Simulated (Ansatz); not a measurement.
**UHF/STO-3G run of SiNH4O (SMILES N[SiH]O)**

Aim: the electronic atomisation energy of SiNH4O at UHF/STO-3G, from 5 runs. 

The calculation is run with Ansatz 0.2.0.

53 further runs of the same task are left out: 53 set aside as unsound or not needed.

## Step 1: Starting point

SiNH4O: 7 atoms, total charge 0, spin state doublet. SMILES: `N[SiH]O`. Geometry: relaxed at PBE0-D4/def2-TZVP. This is one conformer, not always the lowest.

Bond lengths: N1–Si2 1.723 Å, Si2–O3 1.649 Å, N1–H4 1.008 Å, N1–H5 1.009 Å, Si2–H6 1.500 Å, O3–H7 0.961 Å. Angles: N1–Si2–O3 109.4°, N1–Si2–H6 104.3°, O3–Si2–H6 112.7°, Si2–N1–H4 120.5°, Si2–N1–H5 118.7°, Si2–O3–H7 115.8°, H4–N1–H5 110.8°.

## Step 2: A single-point energy at UHF/STO-3G

Contents of run.yaml:

```yaml
basis:
  gaussian:
    orbitals: STO-3G
crystal:
  periodic: [false, false, false]
  atoms:
    - {symbol: N, position_ang: [-0.694900, 0.548300, -0.575200]}
    - {symbol: Si, position_ang: [0.293100, 0.159000, 0.781300]}
    - {symbol: O, position_ang: [1.622900, -0.672400, 0.270300]}
    - {symbol: H, position_ang: [-0.355900, 1.168100, -1.294800]}
    - {symbol: H, position_ang: [-1.685800, 0.673200, -0.432900]}
    - {symbol: H, position_ang: [-0.599100, -0.661900, 1.664700]}
    - {symbol: H, position_ang: [1.480900, -1.282400, -0.459000]}
total_charge: 0
magnetization:
  spin_polarized: true
  initial_magnetization: 1
hamiltonian:
  xc: hf
accuracy: high
output: {orbitals: {seedname: orbitals}}
```

On the command line:

```bash
$ ansatz run run.yaml --threads 1 --pin off --max-ram 3480MiB --events-out events.jsonl --progress --plain --runs-dir runs
```

What it wrote:

```text
Warning: RAYON_NUM_THREADS=1 ignored (pool sized by the plan → 1); use --threads N
Functional definition: HF
  name "HF"
  exchange = exact_x
  correlation = 0
436 factors; integrals over basis functions are off by at most 3.0e-8 eV
mean field evaluation 1: about -11303.6597 eV, gradient 1.6e1 eV
mean field evaluation 2: about -11303.7444 eV, gradient 1.6e1 eV
mean field evaluation 4: about -11305.5720 eV, gradient 1.2e0 eV
mean field evaluation 8: about -11305.6062 eV, gradient 1.2e-2 eV
mean field -11305.60617122 eV, -415.4733635772 hartree, gradient 2.8e-8 eV, S^2 0.752589; 0 other end points of the search recorded, 0 dependent functions left out
reference -11305.60617122 eV, -415.4733635772 hartree; 17, 16 occupied and 6, 7 virtual orbitals, 436 factors
Total energy: -11305.60617122 eV, -415.4733635772 hartree
```

Run time: 0.14 s. Hardware: 1 thread of Intel Xeon 6975P-C (Granite Rapids), shared host.

## Step 3: The H atom at the same level

Contents of input.yaml:

```yaml
crystal:
  periodic: [false, false, false]
  atoms:
    - {symbol: H, position_ang: [0.000000, 0.000000, 0.000000]}
basis:
  gaussian: {orbitals: STO-3G}
hamiltonian: {xc: hf}
accuracy: high
magnetization: {spin_polarized: true, initial_magnetization: 1}
```

Run the same way, it converges to -0.46658 Eh (log not shown).

## Step 4: The N atom, same level

Contents of molecule.yaml:

```yaml
basis:
  gaussian:
    orbitals: STO-3G
crystal:
  periodic: [false, false, false]
  atoms:
    - {symbol: N, position_ang: [0.000000, 0.000000, 0.000000]}
magnetization:
  spin_polarized: true
  initial_magnetization: 3
hamiltonian:
  xc: hf
accuracy: high
```

Run the same way, it converges to -53.71901 Eh (log not shown).

## Step 5: The O atom

Contents of molecule.yaml:

```yaml
basis:
  gaussian: {orbitals: STO-3G}
crystal:
  periodic: [false, false, false]
  atoms:
    - {symbol: O, position_ang: [0.000000, 0.000000, 0.000000]}
magnetization: {spin_polarized: true, initial_magnetization: 2}
hamiltonian: {xc: hf}
accuracy: high
```

On the command line:

```bash
$ ansatz run molecule.yaml --threads 1 --pin off --max-ram 3480MiB --events-out events.jsonl --progress --plain --runs-dir runs
```

What it wrote:

```text
Warning: RAYON_NUM_THREADS=1 ignored (pool sized by the plan → 1); use --threads N
[... 4 set-up lines as earlier in the session ...]
15 factors; integrals over basis functions are off by at most 1.1e-9 eV
mean field evaluation 1: about -2008.3132 eV, gradient 1.7e-14 eV
mean field evaluation 2: about -2008.3132 eV, gradient 0.0e0 eV
mean field -2008.31323932 eV, -73.8041502613 hartree, gradient 0.0e0 eV, S^2 2.000000; 2 other end points of the search recorded, 0 dependent functions left out
reference -2008.31323932 eV, -73.8041502613 hartree; 5, 3 occupied and 0, 2 virtual orbitals, 15 factors
Total energy: -2008.31323932 eV, -73.8041502613 hartree
```

Wall time 0.02 s (1 thread of Intel Xeon 6975P-C (Granite Rapids), shared host).

## Step 6: The Si atom at the same level

Contents of run.yaml:

```yaml
crystal:
  periodic: [false, false, false]
  atoms:
    - {symbol: Si, position_ang: [0.000000, 0.000000, 0.000000]}
basis:
  gaussian:
    orbitals: STO-3G
magnetization:
  spin_polarized: true
  initial_magnetization: 2
hamiltonian:
  xc: hf
accuracy: high
```

Run the same way, it converges to -285.46622 Eh (log not shown).

## Step 7: Outcome

Level: UHF/STO-3G.

| quantity | value |
| --- | --- |
| molecule: total energy | -415.47336 Eh |
| molecule: HOMO energy (highest over α and β) | -5.71 eV |
| molecule: LUMO energy (lowest over α and β) | 6.34 eV |
| molecule: ⟨S²⟩ | 0.753 |
| H atom: total energy | -0.46658 Eh |
| H atom: ⟨S²⟩ | 0.750 |
| N atom: total energy | -53.71901 Eh |
| N atom: ⟨S²⟩ | 3.750 |
| O atom: total energy | -73.80415 Eh |
| O atom: ⟨S²⟩ | 2.000 |
| Si atom: total energy | -285.46622 Eh |
| Si atom: ⟨S²⟩ | 2.000 |
| electronic atomisation energy | 16.807 eV |

**Reading.** Taking the molecule apart into free atoms costs 16.81 eV (1622 kJ/mol), before zero-point energy and without spin-orbit coupling. Hartree–Fock lacks the correlation of the bonding pairs, which as a rule makes this value much too low; in minimal bases other errors can mask that. In a minimal basis such a difference can be off by several eV, whatever the method.
